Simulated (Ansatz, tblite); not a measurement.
# Ge(vinyl)(NMe2)3 (C8H21GeN3): one state, many levels

Aim: run the singlet of Ge(vinyl)(NMe2)3 (C8H21GeN3) at one geometry on many levels, and compare frontier levels, spin and run time.

Method: as each input shows; program: Ansatz 0.2.0, Gaussian basis.

Plan: GFN1-xTB, GFN2-xTB, PBE-D4/def2-TZVP, r2SCAN-D4/def2-TZVP, PBE-D4/def2-SVP, PBE0-D4/def2-SVP, HF/STO-3G, HF/6-31G, B3LYP-D4/6-31G, MP2/def2-SVP.

5 further runs of the same task are left out: 3 that didn't finish, 2 set aside as unsound or not needed. Runs told in other sessions of the task aren't counted.

### 1 The geometry

The singlet was relaxed beforehand with PBE-D4/def2-SVP.

33 atoms, charge 0, spin multiplicity 1.

Bond lengths: Ge1–C2 1.953 Å, Ge1–N7 1.847 Å, Ge1–N16 1.850 Å, Ge1–N25 1.851 Å, C2–C3 1.347 Å, C2–H4 1.105 Å, C3–H5 1.104 Å, C3–H6 1.105 Å, N7–C8 1.445 Å, N7–C9 1.445 Å, C8–H10 1.117 Å, C8–H11 1.109 Å, C8–H12 1.120 Å, C9–H13 1.108 Å, C9–H14 1.121 Å, C9–H15 1.118 Å, N16–C17 1.445 Å, N16–C18 1.445 Å and more. Angles: C2–Ge1–N7 110.4°, C2–Ge1–N16 108.4°, C2–Ge1–N25 111.6°, N7–Ge1–N16 111.3°, N7–Ge1–N25 105.1°, N16–Ge1–N25 110.0°, Ge1–C2–C3 120.8°, Ge1–C2–H4 119.9°, C3–C2–H4 119.2°, C2–C3–H5 121.3°, C2–C3–H6 122.3°, H5–C3–H6 116.4°, Ge1–N7–C8 121.1°, Ge1–N7–C9 122.0°, C8–N7–C9 114.8°, N7–C8–H10 111.4°, N7–C8–H11 111.0°, N7–C8–H12 113.1° and more.

PBE0-D4/def2-TZVP was run before; its log isn't repeated, and its numbers join the tables.

### 2 GFN1-xTB

Tight binding, by tblite at 300 K electronic temperature and without a spin-polarisation term:

```python
tblite.interface.Calculator('GFN1-xTB', numbers, positions, charge=0, uhf=0).singlepoint()
```

Energy -1071.1943 eV, HOMO -9.60 eV, LUMO -7.11 eV; 0.03 s.

### 3 GFN2-xTB

Tight binding, by tblite at 300 K electronic temperature and without a spin-polarisation term:

```python
tblite.interface.Calculator('GFN2-xTB', numbers, positions, charge=0, uhf=0).singlepoint()
```

Energy -1046.8485 eV, HOMO -9.04 eV, LUMO -6.31 eV; 0.018 s.

### 4 PBE-D4/def2-TZVP

start.molden holds the orbitals of an earlier run on this state, given as this run's starting guess.

The input, in.yaml:

```yaml
crystal:
  periodic: [false, false, false]
  atoms:
    - {symbol: Ge, position_ang: [0.109690, 0.093337, 0.383756]}
    - {symbol: C, position_ang: [0.065650, 0.130609, 2.335723]}
    - {symbol: C, position_ang: [-0.746549, -0.694367, 3.023815]}
    - {symbol: H, position_ang: [0.705175, 0.843132, 2.887930]}
    - {symbol: H, position_ang: [-1.402598, -1.416692, 2.507349]}
    - {symbol: H, position_ang: [-0.793972, -0.690889, 4.127348]}
    - {symbol: N, position_ang: [1.847990, -0.070815, -0.217625]}
    - {symbol: C, position_ang: [2.915823, 0.708374, 0.365797]}
    - {symbol: C, position_ang: [2.162877, -0.673432, -1.493077]}
    - {symbol: H, position_ang: [3.834087, 0.090899, 0.520032]}
    - {symbol: H, position_ang: [2.621583, 1.106956, 1.357768]}
    - {symbol: H, position_ang: [3.217342, 1.582723, -0.266433]}
    - {symbol: H, position_ang: [1.279074, -1.217083, -1.882649]}
    - {symbol: H, position_ang: [2.470405, 0.076995, -2.266451]}
    - {symbol: H, position_ang: [3.003980, -1.404096, -1.405003]}
    - {symbol: N, position_ang: [-0.676891, 1.643631, -0.248172]}
    - {symbol: C, position_ang: [-1.824497, 2.240968, 0.394757]}
    - {symbol: C, position_ang: [-0.398120, 2.118109, -1.584223]}
    - {symbol: H, position_ang: [-1.720464, 3.351450, 0.460093]}
    - {symbol: H, position_ang: [-1.934439, 1.856566, 1.429479]}
    - {symbol: H, position_ang: [-2.789334, 2.040596, -0.139840]}
    - {symbol: H, position_ang: [0.539716, 1.666059, -1.965193]}
    - {symbol: H, position_ang: [-1.210015, 1.884112, -2.320782]}
    - {symbol: H, position_ang: [-0.261722, 3.226645, -1.598324]}
    - {symbol: N, position_ang: [-0.776415, -1.385304, -0.290585]}
    - {symbol: C, position_ang: [-0.328081, -2.727611, 0.001452]}
    - {symbol: C, position_ang: [-2.058969, -1.285506, -0.946405]}
    - {symbol: H, position_ang: [-1.024579, -3.283619, 0.680400]}
    - {symbol: H, position_ang: [0.667809, -2.705568, 0.489755]}
    - {symbol: H, position_ang: [-0.228058, -3.343207, -0.927291]}
    - {symbol: H, position_ang: [-2.307432, -0.222645, -1.139000]}
    - {symbol: H, position_ang: [-2.063803, -1.815777, -1.932067]}
    - {symbol: H, position_ang: [-2.895241, -1.724541, -0.342303]}
basis:
  gaussian: {orbitals: def2-TZVP, initial_orbitals: start.molden}
hamiltonian: {xc: pbe, dispersion: d4}
scf: {omitted_lower_state_checks: [starts]}
output: {forces: true, orbitals: {seedname: orbitals}}
```

Started as:

```
$ ansatz run in.yaml --threads 4 --pin off --events-out ev --progress --plain --max-ram 6963MiB
```

Output:

```text
Functional definition: PBE
  name "PBE"
  cite "Perdew, Burke & Ernzerhof, Phys. Rev. Lett. 77, 3865 (1996) doi:10.1103/PhysRevLett.77.3865"
  parent pbe
  parameter kappa = 0.804
  parameter beta = 0.06672455060314922
  exchange = pbe_x(kappa = kappa, mu = beta*pi^2/3)
  correlation = pbe_c(beta = beta)
these checks for a lower state are left out or cut short: starts
3187 factors; their error is unknown
mean field evaluation 1: about -69604.7631 eV, gradient 1.6e1 eV
mean field evaluation 2: about -69605.0486 eV, gradient 3.0e-1 eV
mean field evaluation 4: about -69604.9437 eV, gradient 2.0e-3 eV
mean field -69604.94366602 eV, -2557.9344998007 hartree, gradient 1.7e-5 eV, S^2 0.000000; 0 other end points of the search recorded, 0 dependent functions left out
the calculation of the forces begins
reference -69604.94374070 eV, -2557.9345025453 hartree; 61, 61 occupied and 454, 454 virtual orbitals, 3187 factors
Total energy: -69605.95620972 eV, -2557.9717100957 hartree
Atom 0 at     0.109690     0.093337     0.383756 Å, force    -0.031011    -0.030379    -0.078655 eV/Å
Atom 1 at     0.065650     0.130609     2.335723 Å, force    -0.127554    -0.108300     0.404743 eV/Å
Atom 2 at    -0.746549    -0.694367     3.023815 Å, force     0.113667     0.111111    -0.073815 eV/Å
Atom 3 at     0.705175     0.843132     2.887930 Å, force    -0.195671    -0.216749    -0.146282 eV/Å
Atom 4 at    -1.402598    -1.416692     2.507349 Å, force     0.195046     0.223497     0.150431 eV/Å
Atom 5 at    -0.793972    -0.690889     4.127348 Å, force     0.020153     0.001720    -0.337260 eV/Å
Atom 6 at     1.847990    -0.070815    -0.217625 Å, force    -0.023443    -0.048641     0.050593 eV/Å
Atom 7 at     2.915823     0.708374     0.365797 Å, force     0.273507     0.199289     0.132200 eV/Å
Atom 8 at     2.162877    -0.673432    -1.493077 Å, force     0.061797    -0.128805    -0.297208 eV/Å
Atom 9 at     3.834087     0.090899     0.520032 Å, force    -0.256008     0.130911    -0.052103 eV/Å
Atom 10 at     2.621583     1.106956     1.357768 Å, force     0.058033    -0.112642    -0.265758 eV/Å
Atom 11 at     3.217342     1.582723    -0.266433 Å, force    -0.099584    -0.226326     0.138847 eV/Å
Atom 12 at     1.279074    -1.217083    -1.882649 Å, force     0.238411     0.141781     0.108099 eV/Å
Atom 13 at     2.470405     0.076995    -2.266451 Å, force    -0.082961    -0.162134     0.208400 eV/Å
Atom 14 at     3.003980    -1.404096    -1.405003 Å, force    -0.217761     0.195107     0.012021 eV/Å
Atom 15 at    -0.676891     1.643631    -0.248172 Å, force     0.073225     0.018185     0.050741 eV/Å
Atom 16 at    -1.824497     2.240968     0.394757 Å, force    -0.285938     0.141476     0.147090 eV/Å
Atom 17 at    -0.398120     2.118109    -1.584223 Å, force     0.059045     0.119155    -0.312859 eV/Å
Atom 18 at    -1.720464     3.351450     0.460093 Å, force     0.005304    -0.285536    -0.033442 eV/Å
Atom 19 at    -1.934439     1.856566     1.429479 Å, force     0.043643     0.090319    -0.279707 eV/Å
Atom 20 at    -2.789334     2.040596    -0.139840 Å, force     0.251353     0.031829     0.110504 eV/Å
Atom 21 at     0.539716     1.666059    -1.965193 Å, force    -0.246532     0.108740     0.108093 eV/Å
Atom 22 at    -1.210015     1.884112    -2.320782 Å, force     0.185943     0.039836     0.203364 eV/Å
Atom 23 at    -0.261722     3.226645    -1.598324 Å, force    -0.043936    -0.281212     0.036124 eV/Å
Atom 24 at    -0.776415    -1.385304    -0.290585 Å, force    -0.001454     0.028448    -0.008952 eV/Å
Atom 25 at    -0.328081    -2.727611     0.001452 Å, force     0.117520    -0.309463     0.060300 eV/Å
Atom 26 at    -2.058969    -1.285506    -0.946405 Å, force    -0.300500     0.012730    -0.147929 eV/Å
Atom 27 at    -1.024579    -3.283619     0.680400 Å, force     0.163439     0.167465    -0.172813 eV/Å
Atom 28 at     0.667809    -2.705568     0.489755 Å, force    -0.272371     0.001657    -0.127813 eV/Å
Atom 29 at    -0.228058    -3.343207    -0.927291 Å, force    -0.034082     0.180072     0.221757 eV/Å
Atom 30 at    -2.307432    -0.222645    -1.139000 Å, force     0.071858    -0.287871     0.056691 eV/Å
Atom 31 at    -2.063803    -1.815777    -1.932067 Å, force     0.034904     0.139023     0.275042 eV/Å
Atom 32 at    -2.895241    -1.724541    -0.342303 Å, force     0.251958     0.115705    -0.140444 eV/Å
Dipole moment:    -0.014181     0.012601     0.087656 e Å
Checks for a lower state left out: starts
```

It took 19 s on 4 threads of Arm Neoverse V1, shared host; peak memory 1.6 GiB.

HOMO -4.62 eV, LUMO -1.41 eV.

### 5 r2SCAN-D4/def2-TZVP

Edit in.yaml of step 4 so:

```diff
@@ -38,4 +38,4 @@
   gaussian: {orbitals: def2-TZVP, initial_orbitals: start.molden}
-hamiltonian: {xc: pbe, dispersion: d4}
+hamiltonian: {xc: r2scan, dispersion: d4}
 scf: {omitted_lower_state_checks: [starts]}
-output: {forces: true, orbitals: {seedname: orbitals}}
+output: {orbitals: {seedname: orbitals}}
```

Launched as before.

Output:

```text
Functional definition: r2SCAN
  name "r2SCAN"
  cite "Furness, Kaplan, Ning, Perdew & Sun, J. Phys. Chem. Lett. 11, 8208 (2020) doi:10.1021/acs.jpclett.0c02405"
  cite "Furness, Kaplan, Ning, Perdew & Sun, J. Phys. Chem. Lett. 11, 9248 (2020) doi:10.1021/acs.jpclett.0c03077"
  parent r2scan
  parameter k0 = 0.174
  parameter k1 = 0.065
  parameter a1 = 4.9479
  exchange = r2scan_x(k0 = k0, k1 = k1, a1 = a1)
  correlation = r2scan_c
these checks for a lower state are left out or cut short: starts
3187 factors; their error is unknown
mean field evaluation 1: about -69622.9833 eV, gradient 9.0e0 eV
mean field evaluation 2: about -69623.0844 eV, gradient 1.1e-1 eV
mean field evaluation 4: about -69622.9994 eV, gradient 9.7e-4 eV
mean field -69622.99939167 eV, -2558.5980354797 hartree, gradient 1.7e-5 eV, S^2 0.000000; 0 other end points of the search recorded, 0 dependent functions left out
reference -69622.99941172 eV, -2558.5980362167 hartree; 61, 61 occupied and 454, 454 virtual orbitals, 3187 factors
Total energy: -69623.30561925 eV, -2558.6092891360 hartree
Checks for a lower state left out: starts
```

It took 26 s on 4 threads of Arm Neoverse V1, shared host; peak memory 1.7 GiB.

HOMO -4.84 eV, LUMO -1.22 eV.

### 6 PBE-D4/def2-SVP

Edit in.yaml of step 5 so:

```diff
@@ -37,4 +37,4 @@
 basis:
-  gaussian: {orbitals: def2-TZVP, initial_orbitals: start.molden}
-hamiltonian: {xc: r2scan, dispersion: d4}
+  gaussian: {orbitals: def2-SVP, initial_orbitals: start.molden}
+hamiltonian: {xc: pbe, dispersion: d4}
 scf: {omitted_lower_state_checks: [starts]}
```

The command is unchanged.

Output:

```text
Functional definition: PBE
  name "PBE"
  cite "Perdew, Burke & Ernzerhof, Phys. Rev. Lett. 77, 3865 (1996) doi:10.1103/PhysRevLett.77.3865"
  parent pbe
  parameter kappa = 0.804
  parameter beta = 0.06672455060314922
  exchange = pbe_x(kappa = kappa, mu = beta*pi^2/3)
  correlation = pbe_c(beta = beta)
these checks for a lower state are left out or cut short: starts
3349 factors; their error is unknown
mean field evaluation 1: about -69583.1855 eV, gradient 1.4e1 eV
mean field evaluation 2: about -69583.6703 eV, gradient 3.5e-1 eV
mean field evaluation 4: about -69583.4924 eV, gradient 1.2e-3 eV
mean field -69583.49236979 eV, -2557.1461792047 hartree, gradient 1.3e-5 eV, S^2 0.000000; 0 other end points of the search recorded, 0 dependent functions left out
reference -69583.49241950 eV, -2557.1461810313 hartree; 61, 61 occupied and 230, 230 virtual orbitals, 3349 factors
Total energy: -69584.50488852 eV, -2557.1833885817 hartree
Checks for a lower state left out: starts
```

Wall time 7.5 s (4 threads of Arm Neoverse V1, shared host); peak memory 0.65 GiB.

Report: HOMO -4.47 eV, LUMO -1.21 eV.

### 7 PBE0-D4/def2-SVP

Edit in.yaml of step 6 so:

```diff
@@ -38,3 +38,3 @@
   gaussian: {orbitals: def2-SVP, initial_orbitals: start.molden}
-hamiltonian: {xc: pbe, dispersion: d4}
+hamiltonian: {xc: pbe0, dispersion: d4}
 scf: {omitted_lower_state_checks: [starts]}
```

Same command.

Output:

```text
Functional definition: PBE0
  name "PBE0"
  cite "Adamo & Barone, J. Chem. Phys. 110, 6158 (1999) doi:10.1063/1.478522"
  cite "Perdew, Burke & Ernzerhof, Phys. Rev. Lett. 77, 3865 (1996) doi:10.1103/PhysRevLett.77.3865"
  parent pbe
  parameter a = 0.25
  parameter kappa = 0.804
  parameter beta = 0.06672455060314922
  exchange = (1 - a)*pbe_x(kappa = kappa, mu = beta*pi^2/3) + a*exact_x
  correlation = pbe_c(beta = beta)
these checks for a lower state are left out or cut short: starts
3388 factors; their error is unknown
mean field evaluation 1: about -69586.6417 eV, gradient 1.0e1 eV
mean field evaluation 2: about -69586.9215 eV, gradient 1.9e-1 eV
mean field evaluation 4: about -69587.0089 eV, gradient 4.6e-4 eV
mean field -69587.00893110 eV, -2557.2754104490 hartree, gradient 1.6e-5 eV, S^2 0.000000; 0 other end points of the search recorded, 0 dependent functions left out
reference -69587.00897019 eV, -2557.2754118856 hartree; 61, 61 occupied and 230, 230 virtual orbitals, 3388 factors
Total energy: -69587.89201901 eV, -2557.3078633313 hartree
Checks for a lower state left out: starts
```

It took 15 s on 4 threads of Arm Neoverse V1, shared host; peak memory 2.1 GiB.

Report: HOMO -5.79 eV, LUMO -0.19 eV.

### 8 HF/STO-3G

Edit in.yaml of step 7 so:

```diff
@@ -37,4 +37,4 @@
 basis:
-  gaussian: {orbitals: def2-SVP, initial_orbitals: start.molden}
-hamiltonian: {xc: pbe0, dispersion: d4}
+  gaussian: {orbitals: STO-3G}
+hamiltonian: {xc: hf}
 scf: {omitted_lower_state_checks: [starts]}
```

The command is unchanged.

Output:

```text
Functional definition: HF
  name "HF"
  cite "Fock, Z. Phys. 61, 126 (1930) doi:10.1007/BF01340294"
  parent pbe
  exchange = exact_x
  correlation = 0
these checks for a lower state are left out or cut short: starts
1273 factors; integrals over basis functions are off by at most 3.6e-5 eV
mean field evaluation 1: about -68690.6645 eV, gradient 2.8e1 eV
mean field evaluation 2: about -68691.3558 eV, gradient 2.8e1 eV
mean field evaluation 4: about -68694.3129 eV, gradient 2.2e0 eV
mean field evaluation 8: about -68694.3318 eV, gradient 4.7e-2 eV
mean field -68694.33182988 eV, -2524.4701320577 hartree, gradient 1.3e-5 eV, S^2 0.000000; 0 other end points of the search recorded, 0 dependent functions left out
reference -68694.33182988 eV, -2524.4701320577 hartree; 61, 61 occupied and 33, 33 virtual orbitals, 1273 factors
Total energy: -68694.33182988 eV, -2524.4701320577 hartree
Checks for a lower state left out: starts
```

It took 1.1 s on 4 threads of Arm Neoverse V1, shared host.

HOMO -6.89 eV, LUMO 8.05 eV.

### 9 HF/6-31G

Edit in.yaml of step 8 so:

```diff
@@ -37,3 +37,3 @@
 basis:
-  gaussian: {orbitals: STO-3G}
+  gaussian: {orbitals: 6-31G}
 hamiltonian: {xc: hf}
```

Same command.

Output:

```text
Functional definition: HF
  name "HF"
  cite "Fock, Z. Phys. 61, 126 (1930) doi:10.1007/BF01340294"
  parent pbe
  exchange = exact_x
  correlation = 0
these checks for a lower state are left out or cut short: starts
2334 factors; integrals over basis functions are off by at most 2.3e-4 eV
mean field evaluation 1: about -69473.6308 eV, gradient 4.5e1 eV
mean field evaluation 2: about -69473.6328 eV, gradient 4.5e1 eV
mean field evaluation 4: about -69479.1314 eV, gradient 6.0e0 eV
mean field evaluation 8: about -69479.2197 eV, gradient 2.3e-4 eV
mean field -69479.21973510 eV, -2553.3142305582 hartree, gradient 1.7e-5 eV, S^2 0.000000; 0 other end points of the search recorded, 0 dependent functions left out
reference -69479.21973510 eV, -2553.3142305582 hartree; 61, 61 occupied and 109, 109 virtual orbitals, 2334 factors
Total energy: -69479.21973510 eV, -2553.3142305582 hartree
Checks for a lower state left out: starts
```

Run time: 4.2 s. Hardware: 4 threads of Arm Neoverse V1, shared host; peak memory 0.69 GiB.

From the report: HOMO -8.95 eV, LUMO 3.97 eV.

### 10 B3LYP-D4/6-31G

Edit in.yaml of step 9 so:

```diff
@@ -38,3 +38,3 @@
   gaussian: {orbitals: 6-31G}
-hamiltonian: {xc: hf}
+hamiltonian: {xc: {name: B3LYP}, dispersion: d4}
 scf: {omitted_lower_state_checks: [starts]}
```

Launched as before.

Output (excerpt; [...] marks lines left out):

```text
Functional definition: B3LYP
  name "B3LYP"
  cite "Stephens, Devlin, Chabalowski & Frisch, J. Phys. Chem. 98, 11623 (1994) doi:10.1021/j100096a001"
  cite "Becke, Phys. Rev. A 38, 3098 (1988) doi:10.1103/PhysRevA.38.3098"
  cite "Lee, Yang & Parr, Phys. Rev. B 37, 785 (1988) doi:10.1103/PhysRevB.37.785"
  cite "Vosko, Wilk & Nusair, Can. J. Phys. 58, 1200 (1980) doi:10.1139/p80-159"
[...]
2334 factors; integrals over basis functions are off by at most 2.3e-4 eV
[...]
mean field -69615.08075721 eV, -2558.3070310310 hartree, gradient 4.7e-5 eV, S^2 0.000000; 0 other end points of the search recorded, 0 dependent functions left out
reference -69615.08109393 eV, -2558.3070434052 hartree; 61, 61 occupied and 109, 109 virtual orbitals, 2334 factors
Total energy: -69616.66123957 eV, -2558.3651126863 hartree
Checks for a lower state left out: starts
```

It took 7 s on 4 threads of Arm Neoverse V1, shared host; peak memory 0.79 GiB.

HOMO -5.34 eV, LUMO -0.13 eV.

### 11 MP2/def2-SVP

Edit in.yaml of step 10 so:

```diff
@@ -37,4 +37,4 @@
 basis:
-  gaussian: {orbitals: 6-31G}
-hamiltonian: {xc: {name: B3LYP}, dispersion: d4}
+  gaussian: {orbitals: def2-SVP, initial_orbitals: start.molden}
+correlation: {method: mp2}
 scf: {omitted_lower_state_checks: [starts]}
```

Launched as before.

Output (excerpt; [...] marks lines left out):

```text
Functional definition: HF
  name "HF"
  cite "Fock, Z. Phys. 61, 126 (1930) doi:10.1007/BF01340294"
  parent pbe
[...]
3017 factors; integrals over basis functions are off by at most 1.5e-3 eV
[...]
mean field -69477.16309161 eV, -2553.2386503039 hartree, gradient 1.8e-6 eV, S^2 0.000000; 0 other end points of the search recorded, 0 dependent functions left out; unrestricted orbitals would lower it
20 core orbitals not correlated: weight in the atoms' cores, before any rotation towards them, 1.000 or more for the frozen orbitals, at most 0.000 for the correlated occupied ones
reference -69477.16309161 eV, -2553.2386503039 hartree; 41, 41 occupied and 230, 230 virtual orbitals, 3017 factors
second order -51.10180615 eV of doubles, -0.00000000 eV of singles
Total energy: -69528.26489776 eV, -2555.1166070420 hartree
Checks for a lower state left out: starts
```

Wall time 19 s (4 threads of Arm Neoverse V1, shared host); peak memory 1.4 GiB.

Hartree-Fock HOMO -9.11 eV, LUMO 3.82 eV. Doubts: restricted state is unstable towards broken spin symmetry.

### 12 Comparison

| level | functions | HOMO (eV) | LUMO (eV) | gap (eV) | time |
| --- | --- | --- | --- | --- | --- |
| HF/STO-3G | 94 | -6.89 | 8.05 | 14.94 | 1.1 s |
| HF/6-31G | 170 | -8.95 | 3.97 | 12.92 | 4.2 s |
| PBE-D4/def2-SVP | 291 | -4.47 | -1.21 | 3.25 | 7.5 s |
| PBE-D4/def2-TZVP | 515 | -4.62 | -1.41 | 3.21 | 19 s |
| r2SCAN-D4/def2-TZVP | 515 | -4.84 | -1.22 | 3.63 | 26 s |
| B3LYP-D4/6-31G | 170 | -5.34 | -0.13 | 5.21 | 7 s |
| PBE0-D4/def2-SVP | 291 | -5.79 | -0.19 | 5.61 | 15 s |
| PBE0-D4/def2-TZVP | 515 | -5.90 | -0.38 | 5.52 | 37 s |

The pieces so far (eV):

| basis | HF | MP2 correlation | total |
| --- | --- | --- | --- |
| def2-SVP | -69477.1631 | -51.1018 | -69528.2649 (MP2) |

### 13 Binding energy

Free atoms were run apart at each level; binding is atoms less cluster, divided by the number of atoms, without zero-point or spin-orbit terms.

| level | binding an atom (eV) |
| --- | --- |
| HF/STO-3G | 3.539 |
| HF/6-31G | 2.708 |
| HF/def2-SVP | 2.906 |
| PBE-D4/def2-SVP | 4.091 |
| PBE-D4/def2-TZVP | 4.052 |
| r2SCAN-D4/def2-TZVP | 3.959 |
| B3LYP-D4/6-31G | 3.912 |
| PBE0-D4/def2-SVP | 4.028 |
| PBE0-D4/def2-TZVP | 3.985 |
| MP2/def2-SVP | 3.811 |

### 14 Results

| quantity | value |
| --- | --- |
| gap in def2-TZVP, named functionals, smallest and largest | 3.21 eV (PBE-D4), 5.52 eV (PBE0-D4) |
| correlation energy, MP2/def2-SVP | -51.10 eV |
| binding an atom, functionals in def2-TZVP | 3.96 (r2SCAN-D4) to 4.05 eV (PBE-D4) |
| PBE0 total energy, smallest basis above largest | 21.12 eV (def2-SVP, def2-TZVP) |

In words: Orbital gaps of the named functionals in def2-TZVP span 3.21 eV (PBE-D4) to 5.52 eV (PBE0-D4); exact exchange widens it.

The slowest run with a step of its own, r2SCAN-D4/def2-TZVP, took 26 s; the quickest functional in def2-TZVP took 19 s (shared host).
